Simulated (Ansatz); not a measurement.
# NiPS3: the cost of one run

Program: Ansatz 0.2.0. Level of theory: DFT HSE06, scalar-relativistic, plane waves, PAW. These are calculated values, not measurements.

## (1) Starting point

The structure is monoclinic, space group C2/m (No. 12). Conventional cell: a = 5.798 Å, b = 10.038 Å, c = 6.600 Å, α = 90.00°, β = 106.92°, γ = 90.00°. Ni (site symmetry 2) has 6 S at 2.44 Å as nearest neighbours. P (site symmetry m) is surrounded by 3 S at 2.03 to 2.04 Å and 1 P at 2.16 Å. S (site symmetry 1) is surrounded by 1 P at 2.03 Å and 2 Ni at 2.44 Å. S (site symmetry m) is surrounded by 1 P at 2.04 Å and 2 Ni at 2.44 Å.

Structure file:

```
Ni P S
1.0
     5.79848    0.00000   -0.00060
     0.00000   10.03818    0.00000
    -1.92004    0.00000    6.31442
Ni P S
4 4 12
Direct
  0.00000 0.66660 0.00000
  0.50000 0.16659 0.00000
  0.00000 0.33341 0.00000
  0.50000 0.83340 0.00000
  0.05775 0.00000 0.17113
  0.55775 0.50000 0.17113
  0.44225 0.50000 0.82887
  0.94225 0.00000 0.82887
  0.25166 0.17128 0.24105
  0.75166 0.67128 0.24105
  0.24834 0.67128 0.75895
  0.74834 0.17128 0.75895
  0.26141 0.00000 0.75825
  0.76141 0.50000 0.75825
  0.23859 0.50000 0.24175
  0.73859 0.00000 0.24175
  0.25166 0.82872 0.24105
  0.75166 0.32872 0.24105
  0.24834 0.32872 0.75895
  0.74834 0.82872 0.75895
```

## (2) Single point: NiPS3, moments −++−

File input.yaml:

```yaml
crystal:
  lattice:
    - [5.798482, 0.0, -0.000597]
    - [0.0, 10.038175, 0.0]
    - [-1.920038, 0.0, 6.314416]
  atoms:
    - { symbol: Ni, position: [0.0, 0.666595, 0.0], spin: -2.0 }
    - { symbol: Ni, position: [0.5, 0.166595, 0.0], spin: 2.0 }
    - { symbol: Ni, position: [0.0, 0.333405, 0.0], spin: 2.0 }
    - { symbol: Ni, position: [0.5, 0.833405, 0.0], spin: -2.0 }
    - { symbol: P, position: [0.057749, 0.0, 0.171129] }
    - { symbol: P, position: [0.557749, 0.5, 0.171129] }
    - { symbol: P, position: [0.442251, 0.5, 0.828871] }
    - { symbol: P, position: [0.942251, 0.0, 0.828871] }
    - { symbol: S, position: [0.251659, 0.171276, 0.241048] }
    - { symbol: S, position: [0.751659, 0.671276, 0.241048] }
    - { symbol: S, position: [0.248341, 0.671276, 0.758952] }
    - { symbol: S, position: [0.748341, 0.171276, 0.758952] }
    - { symbol: S, position: [0.26141, 0.0, 0.758252] }
    - { symbol: S, position: [0.76141, 0.5, 0.758252] }
    - { symbol: S, position: [0.23859, 0.5, 0.241748] }
    - { symbol: S, position: [0.73859, 0.0, 0.241748] }
    - { symbol: S, position: [0.251659, 0.828724, 0.241048] }
    - { symbol: S, position: [0.751659, 0.328724, 0.241048] }
    - { symbol: S, position: [0.248341, 0.328724, 0.758952] }
    - { symbol: S, position: [0.748341, 0.828724, 0.758952] }
magnetization:
  spin_polarized: true
scf:
  occupations: { method: gaussian, width: 0.02 }
output:
  forces: true
  stress: true
  populations: true
  write_density: true
  write_potential: true
  elf: true
  volumetric_format: npy
hamiltonian:
  xc: hse06
kpoints:
  mp_grid: { grid: [3, 2, 2] }
```

Command:

```
$ ansatz run input.yaml --threads 8 --pin off --max-ram 24576MiB --backend cpu --events-out ev --progress --plain --runs-dir out
```

What time and memory should one allow on 8 threads of Intel Xeon Platinum 8259CL at 2.50GHz (Skylake/Cascade Lake), shared host?

About 3.6 min, with a peak of 6.9 GiB.
